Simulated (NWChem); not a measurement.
# C2H2BrSi− (SMILES C#C[SiH-]Br): levels of theory compared

We compute a comparison of 4 runs (HF/STO-3G, HF/3-21G, B3LYP/6-31G*) of C2H2BrSi−. 

The results are computed with NWChem 7.3.0.

## (1) Starting point

C2H2BrSi−: 6 atoms, total charge -1, spin state singlet. As SMILES, `C#C[SiH-]Br`. The shape is that of a GFN2-xTB optimisation.

Bond lengths: C1–C2 1.207 Å, C2–Si3 1.864 Å, Si3–Br4 2.470 Å, C1–H5 1.058 Å, Si3–H6 1.499 Å. Angles: C1–C2–Si3 164.3°, C2–Si3–Br4 98.1°, C2–C1–H5 175.4°, C2–Si3–H6 97.6°, Br4–Si3–H6 92.8°.

## (2) Energy and forces at HF/STO-3G (run 1)

Contents of c2h2brsi.nw:

```
start c2h2brsi
title "C2H2BrSi"
memory stack 880 mb heap 220 mb global 1100 mb
charge -1
geometry units atomic noautosym nocenter noautoz
  C      1.69393160     0.94956848    -2.66275639
  C      0.63496688     0.55913217    -0.68047148
  Si    -0.10219639     0.02955532     2.72262291
  Br    -2.12582851    -4.15715181     2.31189094
  H      2.49124485     1.23803517    -4.47267938
  H     -2.59209953     1.38086067     2.78141229
end
basis "ao basis" spherical bse
  * library STO-3G
end
scf
  nopen 0
  rhf
  thresh 1e-08
  maxiter 80
end
task scf gradient
```

Run with:

```sh
$ nwchem c2h2brsi.nw > c2h2brsi.out
```

What it wrote:

```text
[...]
  functions       =    39
[...]
  wavefunction    = RHF
[...]
         Total SCF energy =  -2906.072764284085
      One-electron energy =  -4565.360199441905
      Two-electron energy =   1417.196404290289
 Nuclear repulsion energy =    242.091030867531
        Time for solution =      1.8s
[...]
                         RHF ENERGY GRADIENTS
    atom               coordinates                        gradient
                 x          y          z           x          y          z
   1 C       1.693932   0.949568  -2.662756    0.042953   0.015094  -0.064731
   2 C       0.634967   0.559132  -0.680471   -0.039587  -0.014247   0.073382
   3 Si     -0.102196   0.029555   2.722623    0.025325   0.018066  -0.018447
   4 Br     -2.125829  -4.157152   2.311891   -0.011301  -0.025579   0.000219
   5 H       2.491245   1.238035  -4.472679   -0.002273  -0.001786   0.001961
   6 H      -2.592100   1.380861   2.781412   -0.015117   0.008452   0.007616
[...]
```

Wall time 3.3 s (1 thread of Intel Xeon 6975P-C (Granite Rapids), shared host); peak memory 0.096 GiB.

## (3) Energy and gradient at HF/3-21G (run 2)

Contents of run.py:

```python
from ase import Atoms
from ase.calculators.nwchem import NWChem

system = Atoms(['C', 'C', 'Si', 'Br', 'H', 'H'], positions=[
    [0.896390, 0.502490, -1.409070],
    [0.336010, 0.295880, -0.360090],
    [-0.054080, 0.015640, 1.440750],
    [-1.124940, -2.199870, 1.223400],
    [1.318310, 0.655140, -2.366840],
    [-1.371680, 0.730720, 1.471860],
])

calc = NWChem(
    label='input',
    theory='scf',
    memory='2200 mb',
    basis='3-21G',
    basispar='spherical bse',
    charge=-1,
    scf={'nopen': '0', 'rhf': None, 'thresh': '1e-08', 'maxiter': '80'},
)
system.calc = calc

forces = system.get_forces()
e = system.get_potential_energy()
print(f"E = {e:.6f} eV")
print("forces (eV/A):")
for s, f in zip(system.symbols, forces):
    print(f"{s:2s} {f[0]:10.5f} {f[1]:10.5f} {f[2]:10.5f}")
print("dipole (e A):", system.get_dipole_moment().round(4))
```

Run with:

```sh
$ export ASE_NWCHEM_COMMAND="nwchem PREFIX.nwi > PREFIX.nwo"
$ python run.py
```

What it wrote:

```text
E = -79563.939054 eV
forces (eV/A):
C    -0.69888   -0.11369   -0.11277
C     1.27645    0.38381   -1.50389
Si    0.27459    0.23258    1.39050
Br   -0.37291   -0.88492   -0.05163
H    -0.02587    0.00638    0.32077
H    -0.45344    0.37579   -0.04299
dipole (e A): [ 0.4425  0.9323 -1.1589]
```

The calculator wrote input.nwi:

```
title "input"

permanent_dir input

scratch_dir input

start input

geometry units angstrom nocenter noautosym noautoz
  C  8.9639000000000002e-01 5.0248999999999999e-01 -1.4090700000000000e+00
  C  3.3600999999999998e-01 2.9587999999999998e-01 -3.6009000000000002e-01
  Si -5.4080000000000003e-02 1.5640000000000001e-02 1.4407500000000000e+00
  Br -1.1249400000000001e+00 -2.1998700000000002e+00 1.2234000000000000e+00
  H  1.3183100000000001e+00 6.5513999999999994e-01 -2.3668399999999998e+00
  H  -1.3716800000000000e+00 7.3072000000000004e-01 1.4718599999999999e+00
end

charge -1

memory 2200 mb

basis spherical bse noprint
   * library 3-21G
end

scf
  nopen 0
  rhf
  thresh 1e-08
  maxiter 80
end

task scf gradient
```

input.nwo:

```text
Northwest Computational Chemistry Package (NWChem) 7.3.0
             --------------------------------------------------------

           Job information
           ---------------

    nwchem branch   = 7.3.0
    use scalapack   = T
    input           = input.nwi
    prefix          = input.
    data base       = input/input.db
    status          = startup
    nproc           =        1

           Memory information
           ------------------

    heap     =     72089594 doubles =      550.0 Mbytes
    stack    =     72089599 doubles =      550.0 Mbytes
    global   =    144179200 doubles =     1100.0 Mbytes (distinct from heap & stack)
    total    =    288358393 doubles =     2200.0 Mbytes
    verify   = yes
    hardfail = no

[... 133 lines left out ...]
 Convergence threshold     :          1.000E-08
[... 13 lines left out ...]
       Final RHF  results
[... 3 lines left out ...]
      One-electron energy =  -4568.732384590336
[... 1 line left out ...]
 Nuclear repulsion energy =    242.091048349737
[... 50 lines left out ...]
                       ROHF Final Molecular Orbital Analysis
[... 215 lines left out ...]
                 ----------------------------------------
                 |  Time  |  1-e(secs)   |  2-e(secs)   |
                 ----------------------------------------
                 |  CPU   |       0.00   |       0.81   |
                 ----------------------------------------
                 |  WALL  |       0.00   |       0.81   |
                 ----------------------------------------

 Task  times  cpu:        3.2s     wall:        3.2s
 Total times  cpu:        3.3s     wall:        3.3s
```

Wall time 4.2 s (1 thread of Intel Xeon 6975P-C (Granite Rapids), shared host); peak memory 0.094 GiB.

Run 3 isn't shown in full; the table further down has it.

## (4) Energy and gradient at B3LYP/6-31G(d) (spherical functions) (run 4)

Contents of m1.nw:

```
start m1
title "C2H2BrSi"
memory stack 880 mb heap 220 mb global 1100 mb
charge -1

geometry units angstroms noautosym nocenter noautoz
 C     0.896390    0.502490   -1.409070
 C     0.336010    0.295880   -0.360090
 Si   -0.054080    0.015640    1.440750
 Br   -1.124940   -2.199870    1.223400
 H     1.318310    0.655140   -2.366840
 H    -1.371680    0.730720    1.471860
end

basis spherical bse
 * library 6-31G*
end

dft
 xc b3lyp
 grid xfine
 convergence energy 1e-08
 maxiter 100
 mulliken
end

task dft gradient
```

Run with:

```sh
$ nwchem m1.nw > m1.out
```

What it wrote:

```text
[...]
          Wavefunction type:  closed shell.
          No. of atoms     :     6
          No. of electrons :    64
[...]
          Charge           :    -1
          Spin multiplicity:     1
[...]
          AO basis - number of functions:    82
[...]
              XC Information
              --------------
                         B3LYP Method XC Potential
                     Hartree-Fock (Exact) Exchange  0.200
                        Slater Exchange Functional  0.800 local
                    Becke 1988 Exchange Functional  0.720 non-local
              Lee-Yang-Parr Correlation Functional  0.810
                  VWN I RPA Correlation Functional  0.190 local
[...]
 d= 0,ls=0.0,diis     1  -2940.5188310754 -3.18D+03  3.22D-02  5.77D+00     2.3
[...]
 d= 0,ls=0.0,diis    10  -2940.7852105144 -9.52D-09  1.16D-06  2.21D-08    17.9
         Total DFT energy =    -2940.785210514401
      One electron energy =    -4582.191236319722
           Coulomb energy =     1523.371555926920
    Exchange-Corr. energy =     -124.056578471337
 Nuclear repulsion energy =      242.091048349737
[...]
      Total Density - Mulliken Population Analysis
     ---------------------------------------------
    Atom       Charge   Shell Charges
 -----------   ------   -------------------------------------------------------
    1 C    6     6.26   2.00  0.68  2.02  0.55  0.99  0.02
    2 C    6     6.12   2.00  0.70  1.94  0.74  0.72  0.02
    3 Si  14    14.04   2.00  2.00  5.96  1.13  1.62  0.52  0.68  0.12
    4 Br  35    35.56   2.00  2.00  6.00  2.00  5.99  1.61  3.81  0.36  1.78  6.95  2.92  0.15
    5 H    1     0.89   0.52  0.37
    6 H    1     1.12   0.51  0.61
[...]
  wavefunction    = closed shell
                         DFT ENERGY GRADIENTS
    atom               coordinates                        gradient
                 x          y          z           x          y          z
   1 C       1.693931   0.949568  -2.662756   -0.010658  -0.004526   0.024738
   2 C       0.634967   0.559132  -0.680471    0.009882   0.003331  -0.021647
   3 Si     -0.102196   0.029555   2.722623   -0.006570   0.006797  -0.010463
   4 Br     -2.125828  -4.157152   2.311891    0.000825   0.001607  -0.000513
   5 H       2.491245   1.238035  -4.472679   -0.002504  -0.001550   0.006313
   6 H      -2.592099   1.380861   2.781412    0.009025  -0.005660   0.001572
[...]
```

It took 26 s on 1 thread of Intel Xeon 6975P-C (Granite Rapids), shared host; peak memory 0.13 GiB.

## (5) All runs side by side

| run | level | Cartesian functions | iteration cap | energy (Eh) | HOMO energy (eV) | LUMO energy (eV) | HOMO–LUMO gap (eV) | wall time |
| --- | --- | --- | --- | --- | --- | --- | --- | --- |
| 1 | HF/STO-3G | no | 80 | -2906.072764 | 0.77 | 14.14 | 13.37 | 3.3 s |
| 2 | HF/3-21G | no | 80 | -2923.920854 | -2.76 | 7.61 | 10.37 | 4.2 s |
| 3 | B3LYP/6-31G* (Cartesian functions) | yes | 100 | -2940.797475 | – | – | – | 26 s |
| 4 | B3LYP/6-31G* (spherical functions) | no | 100 | -2940.785211 | -0.42 | 3.93 | 4.34 | 26 s |

## (6) Outcome

```
                                                    quantity           value
                                         run 4: total energy  -2940.78521 Eh
                                          run 4: HOMO energy        -0.42 eV
                                          run 4: LUMO energy         3.93 eV
run 4: HOMO–LUMO gap (to an unbound level, set by the basis)         4.34 eV
                             run 4: largest force on an atom      1.405 eV/Å
```

In words: Over runs 1, 2, 4 the HOMO–LUMO gap runs from 4.34 eV (B3LYP/6-31G*) to 13.37 eV (HF/STO-3G). The two ends differ in method and basis. The empty levels of an anion lie above zero and hang on the basis. In run 1 the HOMO lies above zero, so the outermost electron may be held by the basis alone. In run 1 the basis is minimal, so the values are rough. All runs together took 60 s, the longest 26 s.
